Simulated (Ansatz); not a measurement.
**CH₈Al₂Si: basis-set convergence**

One table from this session's results is given with a row withheld; the runs are named, their logs left out.

Computed with Ansatz 0.2.0, Gaussian basis. Level: one geometry, several basis sets.

Plan: PBE0-D4/def2-SVP; ωB97M-V/def2-SVP; PBE0-D4/def2-QZVPP; ωB97M-V/def2-QZVPP; the functionals' def2-TZVPP values are taken from earlier runs.

### The relaxed structure

The geometry comes from an earlier relaxation with PBE0-D4 in a triple-zeta def2 set; it is a stationary point, not always the lowest conformer.

12 atoms, charge 0, spin multiplicity 1.

Atoms are counted from 1 here; the program's logs count them from 0.

Bond lengths: C1–Si2 1.885 Å, C1–H5 1.093 Å, C1–H6 1.092 Å, C1–H7 1.093 Å, Si2–Al3 2.467 Å, Si2–H8 1.496 Å, Si2–H9 1.496 Å, Al3–Al4 2.588 Å, Al3–H10 1.599 Å, Al4–H11 1.597 Å, Al4–H12 1.597 Å. Angles: Si2–C1–H5 110.9°, Si2–C1–H6 111.1°, Si2–C1–H7 110.8°, H5–C1–H6 108.0°, H5–C1–H7 107.9°, H6–C1–H7 108.0°, C1–Si2–Al3 114.3°, C1–Si2–H8 108.9°, C1–Si2–H9 108.9°, Al3–Si2–H8 109.3°, Al3–Si2–H9 109.3°, H8–Si2–H9 105.9°, Si2–Al3–Al4 123.1°, Si2–Al3–H10 116.5°, Al4–Al3–H10 120.4°, Al3–Al4–H11 122.0°, Al3–Al4–H12 122.0°, H11–Al4–H12 116.0°.

Set-up of the first run:

The input, in.yaml:

```yaml
crystal:
  periodic: [false, false, false]
  atoms:
    - {symbol: C, position_ang: [-0.971819, 1.738775, -0.229197]}
    - {symbol: Si, position_ang: [0.272711, 1.129195, 1.048768]}
    - {symbol: Al, position_ang: [1.061113, -1.178137, 0.675645]}
    - {symbol: Al, position_ang: [0.245149, -2.648908, -1.290988]}
    - {symbol: H, position_ang: [-0.539717, 1.720557, -1.232645]}
    - {symbol: H, position_ang: [-1.284717, 2.763052, -0.014788]}
    - {symbol: H, position_ang: [-1.863713, 1.107468, -0.235315]}
    - {symbol: H, position_ang: [-0.342840, 1.226868, 2.408923]}
    - {symbol: H, position_ang: [1.446273, 2.057103, 1.062585]}
    - {symbol: H, position_ang: [2.125629, -1.746649, 1.724302]}
    - {symbol: H, position_ang: [-1.040582, -3.587784, -1.169151]}
    - {symbol: H, position_ang: [0.969312, -2.636741, -2.714038]}
basis:
  gaussian: {orbitals: def2-SVP}
hamiltonian: {xc: pbe0, dispersion: d4}
output: {orbitals: {seedname: orbitals}}
```

Started as:

```
$ ansatz run in.yaml --threads 4 --pin off --events-out ev --progress --plain --max-ram 10444MiB
```

Among the steps run: PBE0-D4 in def2-SVP; ωB97M-V in def2-SVP; PBE0-D4 in def2-QZVPP; ωB97M-V in def2-QZVPP.

One of the session's tables, all rows but one given; the rest of the session is left out.

It belongs to the step «Functionals by basis». 

```
functional       basis  HOMO (eV)  LUMO (eV)
   PBE0-D4    def2-SVP          ?          ?
   PBE0-D4  def2-TZVPP      -6.58      -2.29
   PBE0-D4  def2-QZVPP      -6.58      -2.29
   ωB97M-V    def2-SVP      -8.43      -0.61
   ωB97M-V  def2-TZVPP      -8.42      -0.65
   ωB97M-V  def2-QZVPP      -8.42      -0.71
```

**Question.** Estimate the row for PBE0-D4, def2-SVP.

The run gave: HOMO (eV): -6.63; LUMO (eV): -2.30. In the column «HOMO (eV)» it lies between ωB97M-V, def2-QZVPP (-8.42) and PBE0-D4, def2-TZVPP (-6.58).
